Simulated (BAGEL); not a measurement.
**PBE0/aug-cc-pVTZ (density fitting with qzvpp-jkfit) run of GeS (germanium sulfide)**

What is the energy change on altering one bond length of GeS (germanium sulfide) at PBE0/aug-cc-pVTZ (density fitting with qzvpp-jkfit)? 

Program for the calculation: BAGEL 1.2.2.

12 further runs of the same task are left out: 2 that didn't finish, 10 set aside as unsound or not needed.

## 1. The system as given

The species is GeS (2 atoms), meant as a singlet with charge 0. As SMILES, `[S+]#[Ge-]`. Geometry: the measured bond length.

Bond lengths: S1–Ge2 2.012 Å.

## 2. The energy at PBE0/aug-cc-pVTZ (density fitting with qzvpp-jkfit)

The input, job.json:

```json
{ "bagel" : [

{
  "title" : "molecule",
  "basis" : "aug-cc-pvtz.json",
  "df_basis" : "qzvpp-jkfit",
  "angstrom" : "true",
  "geometry" : [
    { "atom" : "S", "xyz" : [    0.000000,    0.000000,    0.000000 ] },
    { "atom" : "Ge", "xyz" : [    0.000000,    0.000000,    2.012086 ] }
  ]
},
{ "title" : "ks", "xc_func" : "pbe0" },
{ "title" : "print", "file" : "orbitals.molden", "orbitals" : "true" }

]}
```

The basis set aug-cc-pVTZ is read from a file made from the Basis Set Exchange's data (not shown).

On the command line:

```sh
$ BAGEL_NUM_THREADS=1 BAGEL job.json > job.out
```

Standard output (excerpt; [...] marks lines left out):

```text
* using 1 threads per process

  ===============================================================
  ===============================================================

  *** Geometry ***

  { "atom" : "S", "xyz" : [      0.000000,      0.000000,      0.000000 ] },
  { "atom" : "Ge", "xyz" : [      0.000000,      0.000000,      3.802291 ] },

  Number of auxiliary basis functions:      394

  Since a DF basis is specified, we compute 2- and 3-index integrals:
    o Being stored without compression. Storage requirement is 0.037 GB

  Number of basis functions:      109
  Number of electrons      :       48

    * METHOD: MOLECULE                             0.37

  *** Kohn-Sham DFT ***

    * Removing 1949 points whose weight is below 1.00e-10
    * Grid points: 27863

  === Nuclear Repulsion ===
   134.6556418876

       - DIIS with orbital gradients will be used.

  === KS iteration (pbe0 / aug-cc-pvtz.json) ===
      0      -2443.95951496          0.10659502           0.26
      1      -2247.50409709          0.32618460           0.21
      2      -2291.91141242          0.09301447           0.20
      3      -2124.61082995          0.21277498           0.20
      4      -2338.42468770          0.18754424           0.20
      5      -2345.87406702          0.19510217           0.20
      6      -2346.74873184          0.19606447           0.20
      7      -2348.22486841          0.19941885           0.20
      8      -2289.00002673          0.08657760           0.20
      9      -2334.27796906          0.28676158           0.20
     10      -2243.78817809          0.36149826           0.20
     11      -2252.83759456          0.44479171           0.20
     12      -2198.01584160          0.28815118           0.20
     13      -2192.28087062          0.24016836           0.20
     14      -2289.09005969          0.08665626           0.20
     15      -2193.78002599          0.24073805           0.20
     16      -2336.08895501          0.21564163           0.20
     17      -2342.14682945          0.20204801           0.20
     18      -2333.75795189          0.27023750           0.20
     19      -2337.06535109          0.22629974           0.20
     20      -2290.55692309          0.09220937           0.20
     21      -2356.59486662          0.22770369           0.20
     22      -2243.19339251          0.36461356           0.20
     23      -2209.91862827          0.46056570           0.20
     24      -2195.51438884          0.25424894           0.20
     25      -2334.84196553          0.23748092           0.20
     26      -2289.34683158          0.08790666           0.20
[... 12 lines of this table left out ...]
     39      -2470.94070132          0.07026061           0.20
     40      -2473.49856450          0.04488600           0.20
     41      -2474.74614617          0.01467081           0.20
     42      -2474.86063251          0.00659747           0.20
     43      -2474.87999316          0.00201523           0.20
     44      -2474.88176846          0.00038338           0.20
     45      -2474.88183297          0.00004835           0.20
     46      -2474.88183399          0.00000517           0.20
     47      -2474.88183401          0.00000104           0.20
     48      -2474.88183401          0.00000030           0.20
     49      -2474.88183401          0.00000006           0.20
     50      -2474.88183401          0.00000002           0.20
     51      -2474.88183401          0.00000000           0.20
    * SCF iteration converged.

    * Permanent dipole moment:
           (   -0.000000,    -0.000000,    -0.868883) a.u.

    * METHOD: KS                                  10.61

    * METHOD: PRINT                                0.05

  ===============================================================
```

Run time: 11 s. Hardware: 1 thread of Arm Neoverse N1, shared host; peak memory 0.21 GiB.

## 3. The distorted shape

The input, calc.json:

```json
{ "bagel" : [

{
  "title" : "molecule",
  "basis" : "aug-cc-pvtz.json",
  "df_basis" : "qzvpp-jkfit",
  "angstrom" : "true",
  "geometry" : [
    { "atom" : "S", "xyz" : [    0.000000,    0.000000,   -1.006014 ] },
    { "atom" : "Ge", "xyz" : [    0.000000,    0.000000,    2.012086 ] }
  ]
},
{
  "title" : "ks",
  "xc_func" : "pbe0",
  "charge" : 0
},
{
  "title" : "print",
  "file" : "orbitals.molden",
  "orbitals" : "true"
}

]}
```

The basis set aug-cc-pVTZ is read from a file made from the Basis Set Exchange's data (not shown).

On the command line:

```sh
$ BAGEL_NUM_THREADS=1 BAGEL calc.json > calc.out
```

Standard output:

```text
* using 1 threads per process

  ===============================================================
  ===============================================================

  *** Geometry ***

  { "atom" : "S", "xyz" : [      0.000000,      0.000000,     -1.901091 ] },
  { "atom" : "Ge", "xyz" : [      0.000000,      0.000000,      3.802291 ] },

  Number of auxiliary basis functions:      394

  Since a DF basis is specified, we compute 2- and 3-index integrals:
    o Being stored without compression. Storage requirement is 0.037 GB

  Number of basis functions:      109
  Number of electrons      :       48

    * METHOD: MOLECULE                             0.38

  *** Kohn-Sham DFT ***

    * Removing 1398 points whose weight is below 1.00e-10
    * Grid points: 28414

  === Nuclear Repulsion ===
    89.7712905017

       - DIIS with orbital gradients will be used.

  === KS iteration (pbe0 / aug-cc-pvtz.json) ===
      0      -2437.98292847          0.09602623           0.26
      1      -2211.08022016          0.23845508           0.22
      2      -2279.18431717          0.05233587           0.20
      3      -2088.32865453          0.12096762           0.20
      4      -2167.26707744          0.15140803           0.20
      5      -2170.10049605          0.15289342           0.20
      6      -2323.98419568          0.15526877           0.20
      7      -2325.34033126          0.15603782           0.20
      8      -2278.96116285          0.05539745           0.20
      9      -2165.96157088          0.16186732           0.20
     10      -2166.42131015          0.15979294           0.20
     11      -2167.08370972          0.15931738           0.20
     12      -2165.23416144          0.16166336           0.20
     13      -2324.96373963          0.15553393           0.20
     14      -2279.21125877          0.05682208           0.20
     15      -2097.40781675          0.13927915           0.20
     16      -2170.09719967          0.15540224           0.20
     17      -2169.35057495          0.15550817           0.20
     18      -2170.64199803          0.15552919           0.20
     19      -2167.11161073          0.15216314           0.20
     20      -2278.77710547          0.05539069           0.20
     21      -2460.37501709          0.07603145           0.20
     22      -2345.50463802          0.18859218           0.20
     23      -2330.69203008          0.20456164           0.20
     24      -2334.95999168          0.20911257           0.20
     25      -2184.57774849          0.19703945           0.20
     26      -2353.41949775          0.14281659           0.20
     27      -2450.47224352          0.05892869           0.20
     28      -2369.86706768          0.18692043           0.20
     29      -2358.09881103          0.20587360           0.20
     30      -2358.65967081          0.20309635           0.20
     31      -2355.48293443          0.20554367           0.20
     32      -2367.38584393          0.19543588           0.20
     33      -2281.50880996          0.06132838           0.20
     34      -2090.20458844          0.12397219           0.20
     35      -2324.90016651          0.14512904           0.20
     36      -2469.67315504          0.05972131           0.20
     37      -2356.94030837          0.20010262           0.20
     38      -2468.15897975          0.04948827           0.20
     39      -2455.03542948          0.08449632           0.20
     40      -2465.16045004          0.05681751           0.20
     41      -2474.27390088          0.01856961           0.20
     42      -2474.68800248          0.00821691           0.20
     43      -2474.68032877          0.00794551           0.20
     44      -2474.59201079          0.01285454           0.20
     45      -2474.70202838          0.00584904           0.20
     46      -2474.71941090          0.00276179           0.20
     47      -2474.72187819          0.00178724           0.20
     48      -2474.72303708          0.00109546           0.20
     49      -2474.72368729          0.00032508           0.20
     50      -2474.72373411          0.00016981           0.20
     51      -2474.72375002          0.00002292           0.20
     52      -2474.72375032          0.00000265           0.20
     53      -2474.72375032          0.00000029           0.20
     54      -2474.72375032          0.00000027           0.20
     55      -2474.72375032          0.00000010           0.20
     56      -2474.72375032          0.00000001           0.20
    * SCF iteration converged.

    * Permanent dipole moment:
           (   -0.000000,    -0.000000,    -2.314658) a.u.

    * METHOD: KS                                  11.67

    * METHOD: PRINT                                0.04

  ===============================================================
```

Run time: 12 s. Hardware: 1 thread of Arm Neoverse N1, shared host; peak memory 0.21 GiB.

## 4. What came out

At PBE0/aug-cc-pVTZ (density fitting with qzvpp-jkfit):

```
                                                          quantity           value
                                         first shape: total energy  -2474.88183 Eh
                                        first shape: dipole moment          2.21 D
                                          first shape: HOMO energy        -7.96 eV
                                          first shape: LUMO energy        -2.42 eV
                                        first shape: HOMO–LUMO gap         5.54 eV
                                     distorted shape: total energy  -2474.72375 Eh
                                    distorted shape: dipole moment          5.88 D
                                      distorted shape: HOMO energy        -6.34 eV
                                      distorted shape: LUMO energy        -4.19 eV
                                    distorted shape: HOMO–LUMO gap         2.14 eV
energy change with the S1–Ge2 bond stretched from 2.012 to 3.018 Å        4.302 eV
```

**Reading.** With the S1–Ge2 bond stretched from 2.012 to 3.018 Å the energy rises by 4.30 eV (415 kJ/mol). The first shape isn't relaxed at this level, so the change isn't measured from a minimum. A restricted reference can't describe the breaking bond well at this length.
